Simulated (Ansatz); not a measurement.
Consider a ranking of polymorphs by energy of 2 structures of BN (the Ansatz DFT code, driven from Python).

The script reads `bn_p6_3mc.xyz`:
```text
4
Lattice="2.536 0.0 0.0 -1.268 2.19624042 0.0 0.0 0.0 4.199" Properties=species:S:1:pos:R:3 pbc="T T T"
B     1.26800000    0.73208014    0.00000000
B    -0.00000000    1.46416028    2.09950000
N     1.26800000    0.73208014    1.57462500
N    -0.00000000    1.46416028    3.67412500
```

Contents of `bn_p6_3_mmc.vasp`:
```text
BN
1.0
   2.49824000    0.00000000    0.00000000
  -1.24912000    2.16353930    0.00000000
   0.00000000    0.00000000    6.63570000
B N
2 2
Direct
   0.33333333    0.66666667    0.25000000
   0.66666667    0.33333333    0.75000000
   0.33333333    0.66666667    0.75000000
   0.66666667    0.33333333    0.25000000
```

The script, `polymorphs_bn.py`:
```python
import warnings

import ansatz as az
from ase.io import read
import numpy as np
import spglib
from tabulate import tabulate


def compute(name, crystal):
    calc = crystal.calculation()
    calc = calc.functional("PBE")
    calc = calc.basis(500)
    calc = calc.kpoints(spacing=0.3)
    calc = calc.occupations("gaussian", width=0.02)
    calc = calc.stress()
    calc = calc.band_table()
    calc = calc.relax(force_tolerance=0.02, fix_cell=["shape"])
    return calc.run()


def space_group(outcome):
    sites = outcome.report["lattice"]["sites"]
    kinds = sorted({site["symbol"] for site in sites})
    cell = (outcome.lattice.cell_ang, [site["position_frac"] for site in sites], [kinds.index(site["symbol"]) for site in sites])
    return spglib.get_spacegroup(cell, symprec=0.01)


def pressure_gpa(outcome):
    return float(np.trace(outcome.report["stress_gpa"]) / 3)

warnings.simplefilter("ignore", az.DeckWarning)

phases = {}
p6_3mc = az.Crystal.from_extxyz("bn_p6_3mc.xyz")
phases["P6_3mc"] = p6_3mc
atoms = read("bn_p6_3_mmc.vasp", format="vasp")
p6_3_mmc = az.Crystal.from_ase(atoms)
phases["P6_3/mmc"] = p6_3_mmc

done = {}
for name, crystal in phases.items():
    done[name] = compute(name, crystal)
    print(f"{name}: {done[name].report['energy_sigma0_ev']:.4f} eV, {len(done[name].lattice.sites)} atoms")

energy = {name: o.report["energy_sigma0_ev"] / len(o.lattice.sites) for name, o in done.items()}
lowest = min(energy.values())
rows = [(name, len(o.lattice.sites), 1000 * (energy[name] - lowest), space_group(o), pressure_gpa(o)) for name, o in done.items()]
rows.sort(key=lambda row: row[2])
print(tabulate(rows, headers=["phase", "atoms", "dE (meV/atom)", "space group", "P (GPa)"], floatfmt=".4f", tablefmt="psql"))
```

Which of these structures comes out lowest, and how far apart are they?

By space group at the end of each run: P6_3/mmc (+0 meV an atom, 9.2 Å³) and P6_3mc (+82 meV an atom, 6.0 Å³).

The run itself:

Running `python polymorphs_bn.py` prints:
```text
P6_3mc: -1084.4959 eV, 4 atoms
P6_3/mmc: -1084.8250 eV, 4 atoms
+----------+---------+-----------------+----------------+-----------+
| phase    |   atoms |   dE (meV/atom) | space group    |   P (GPa) |
|----------+---------+-----------------+----------------+-----------|
| P6_3/mmc |       4 |          0.0000 | P6_3/mmc (194) |    0.0007 |
| P6_3mc   |       4 |         82.2643 | P6_3mc (186)   |    0.0137 |
+----------+---------+-----------------+----------------+-----------+
```

What to keep in mind:
- Absolute energies stand on the zero of these potentials, so only differences at equal settings mean something.
- Atoms and volume are relaxed with the cell's shape held, which in cells of lower than cubic symmetry can hide stresses and shift volumes.
- Of the deposited cell: the entry's cell lengths or inner coordinates differ somewhat from later room-temperature determinations.
- Pressure is positive in compression.
- The cells come from databases of deposited and of computed structures, and not all need be stable phases.
- The ranking holds among these structures alone, at zero temperature; the ground state may be another structure. Differences under 10 to 15 meV an atom lie within the error of mesh and functional.
- It ran for 33 s on 1 thread of Arm Neoverse N1, with other jobs on the host, peak memory 0.44 GiB.
